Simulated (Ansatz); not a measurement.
Working through a ranking of polymorphs by energy of 2 structures of MoRh

Program: the Ansatz DFT code, driven from Python.

Interactive session:
```pycon
>>> import ansatz as az
>>> import numpy as np
>>> import pandas as pd
>>> import spglib
>>> PHASES = {
...     "P-6m2": (
...         [[2.79543, 0.0, 0.0], [-1.39772, 2.42092, 0.0], [0.0, 0.0, 4.43737]],
...         [
...             ("Mo", [0.0, 0.0, 0.5]),
...             ("Rh", [1 / 3, 2 / 3, 0.0]),
...         ],
...     ),
...     "Pmma": (
...         [[4.41579, 0.0, 0.0], [0.0, 2.73491, 0.0], [0.0, 0.0, 4.81316]],
...         [
...             ("Mo", [0.75, 0.0, 0.17087]),
...             ("Mo", [0.25, 0.0, 0.82913]),
...             ("Rh", [0.75, 0.5, 0.67338]),
...             ("Rh", [0.25, 0.5, 0.32662]),
...         ],
...     ),
... }
>>> def build(vectors, sites):
...     crystal = az.Crystal(lattice=az.Lattice.of(vectors))
...     for symbol, position in sites:
...         crystal = crystal.atom(symbol, position)
...     return crystal
...
>>> def ground_state(name, crystal):
...     calc = (
...         crystal.calculation()
...         .functional("pbesol", dispersion="d3bj")
...         .mixing("msr1", beta=0.2)
...         .eigensolver("davidson")
...         .scf(lower_state_search="standard")
...         .basis(460)
...         .kpoints(spacing=0.26)
...         .occupations("fermi_dirac", width=0.1)
...         .stress()
...         .band_table()
...     )
...     return calc.run(threads=1)
...
>>> def space_group(outcome):
...     sites = outcome.report["lattice"]["sites"]
...     kinds = sorted({site["symbol"] for site in sites})
...     cell = (outcome.lattice.cell_ang, [site["position_frac"] for site in sites], [kinds.index(site["symbol"]) for site in sites])
...     return spglib.get_spacegroup(cell, symprec=0.01)
...
>>> def volume_per_atom(outcome):
...     return abs(np.linalg.det(outcome.lattice.cell_ang)) / len(outcome.lattice.sites)
...
>>> phases = {name: build(*cell) for name, cell in PHASES.items()}
>>> done = {name: ground_state(name, crystal) for name, crystal in phases.items()}
>>> energy = {name: o.report["energy_sigma0_ev"] / len(o.lattice.sites) for name, o in done.items()}
>>> lowest = min(energy.values())
>>> rows = [(name, len(o.lattice.sites), 1000 * (energy[name] - lowest), space_group(o), volume_per_atom(o)) for name, o in done.items()]
>>> rows.sort(key=lambda row: row[2])
>>> print(pd.DataFrame(rows, columns=["phase", "atoms", "dE (meV/atom)", "space group", "V (A^3/atom)"]).round(4).to_string(index=False))
phase  atoms  dE (meV/atom) space group  V (A^3/atom)
 Pmma      4         0.0000   Pmma (51)       14.5319
P-6m2      2       150.0279 P-6m2 (187)       15.0150
>>> print("lowest in energy:", rows[0][0])
lowest in energy: Pmma
```

By space group at the end of each run: Pmma (+0 meV an atom, 14.5 Å³) and P-6m2 (+150 meV an atom, 15.0 Å³).

Caveats:
- The settings weren't tested for convergence.
- Dispersion corrections can be off by several per cent in the lattices of metals, and by several GPa in the pressure at a fixed cell.
- For the metals among these phases the mesh is modest: differences between phases can be off by up to 40 meV an atom.
- The cells come from databases of deposited and of computed structures, and not all need be stable phases.
- The ranking holds among these structures alone, at zero temperature; the ground state may be another structure. Differences under about 40 meV an atom lie within the error of mesh and functional.
- Run time: 18 s on 1 thread of Arm Neoverse V2 (shared host), peak memory 0.51 GiB.
